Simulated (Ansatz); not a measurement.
Runs of Ansatz 0.2.0 on CoO. The structure is cubic, space group Fm-3m (No. 225). Conventional cell: a = 4.263 Å, b = 4.263 Å, c = 4.263 Å, α = 90.00°, β = 90.00°, γ = 90.00°. Co (site symmetry m-3m) is surrounded by 6 O at 2.13 Å. O (site symmetry m-3m) has 6 Co at 2.13 Å as nearest neighbours. 

```csv
task,level,cell,points for each segment of the path,gap on the mesh (eV),pressure (GPa),moment (μB),relaxed volume (Å³/atom)
single point,PBEsol0,as given,-,none,-15.2,3.00,-
relaxation of cell and atoms,HSE03,relaxed,-,none,0.0,3.00,(a)
relaxation of cell and atoms,HSEsol,relaxed,-,none,0.0,3.00,(b)
band structure,HSE03,as given,4,none,-7.8,3.00,-
relaxation of cell and atoms,PBEsol0,relaxed,-,none,0.0,3.00,8.97
band structure,HSEsol,as given,4,none,-14.7,3.00,-
```

Alike in all rows: potentials or basis Ansatz PAW; spin collinear, ferromagnetic start; k mesh 6 × 6 × 6; cutoff (eV) 420; smearing fermi-dirac 0.05 eV; the mesh is coarse, so values aren't converged.

Problem. Estimate the missing entries.

Solution. (a) 9.30; (b) 8.99.

Caveats: all runs use coarse meshes; the magnetic or orbital state may not be the lowest; a cell with one magnetic atom can't hold antiferromagnetic order, which such compounds often take; the PAW data sets come from PBE, with cores solved anew for the run's functional, which leaves a small shift of forces and pressure; the thresholds are loose for stress (some runs); the plane-wave basis is chosen anew once the cell has moved, so the energies of steps on either side of that aren't comparable (some runs); so large a pressure means that the cell lies far from this level's equilibrium, or that cutoff or potentials fall short (some runs).

A gap of «none» marks a metal or a gap under the smearing width.
